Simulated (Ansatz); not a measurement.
# Tc3Ge, space group Fm-3m: a comparison of functionals at one structure

Computed with Ansatz 0.2.0 through its Python package.

Notebook, run cell by cell (the value of a cell's last expression is shown):

**Cell 1**
```python
import ansatz
import pandas as pd
```

**Cell 2**
```python
lattice = ansatz.Lattice.of(
    (0.0, 3.05695, 3.05695),
    (3.05695, 0.0, 3.05695),
    (3.05695, 3.05695, 0.0),
)
sites = [
    ("Tc", (0.25, 0.25, 0.25)),
    ("Tc", (0.75, 0.75, 0.75)),
    ("Tc", (0.5, 0.5, 0.5)),
    ("Ge", (0.0, 0.0, 0.0)),
]
system = ansatz.Crystal(lattice=lattice)
for symbol, position in sites:
    system = system.atom(symbol, position)
```

**Cell 3**
```python
base = (
    system.calculation()
    .kpoints(mesh=(6, 6, 6), center="gamma")  # the mesh must be finer for metals
    .occupations("Marzari-Vanderbilt")  # fractional filling near the Fermi level
    .scf(tolerance=1e-10)
    .stress()  # GPa
)
```

**Cell 4**
```python
rows = []
for value in ["blyp", "pbesol", "lda"]:
    summary = base.functional(value).run(threads=1).report
    rows.append((value, summary["free_energy_ev"] / len(summary["lattice"]["sites"]), summary["n_iterations"], sum(summary["stress_gpa"][i][i] for i in range(3)) / 3, summary["n_kpoints"]))
```
Output:
```text
DeckWarning: basis.ecutwfc = 500 eV, auto-derived from the records' recommended cutoffs: set by Tc (normal level)
```

**Cell 5**
```python
table = pd.DataFrame(rows, columns=["functional", "F/atom (eV)", "iterations", "P (GPa)", "k-points"])
table.round(5)
```
Output:
```text
  functional  F/atom (eV)  iterations   P (GPa)  k-points
0       blyp  -5134.66071           9  14.75210        16
1     pbesol  -5066.58929          10  -5.46065        16
2        lda  -5014.81725          10 -10.26024        16
```

From lowest to highest: LDA (-10.3 GPa), PBEsol (-5.5 GPa) and BLYP (14.8 GPa). At a fixed cell a lower pressure usually means a smaller equilibrium volume, so LDA prefers the smallest cell and BLYP the largest.

Reading the output:
- BLYP can be off by several per cent in the lattices of metals, and by several GPa in the pressure at a fixed cell.
- The mesh is modest for a metal, so energies can be off by several to tens of meV an atom and pressures by half a GPa or more; differences at equal mesh fare better.
- Pressure is positive in compression.
- This cell is a computed structure, which may not be the phase found in nature.
- Warnings are shown shortened and without file and line.
- Total energies of different functionals can't be compared; pressures, moments and gaps at this one structure can.
- Wall time of the script: 9.9 s on 1 thread of Arm Neoverse V2 (shared host), peak memory 0.45 GiB.
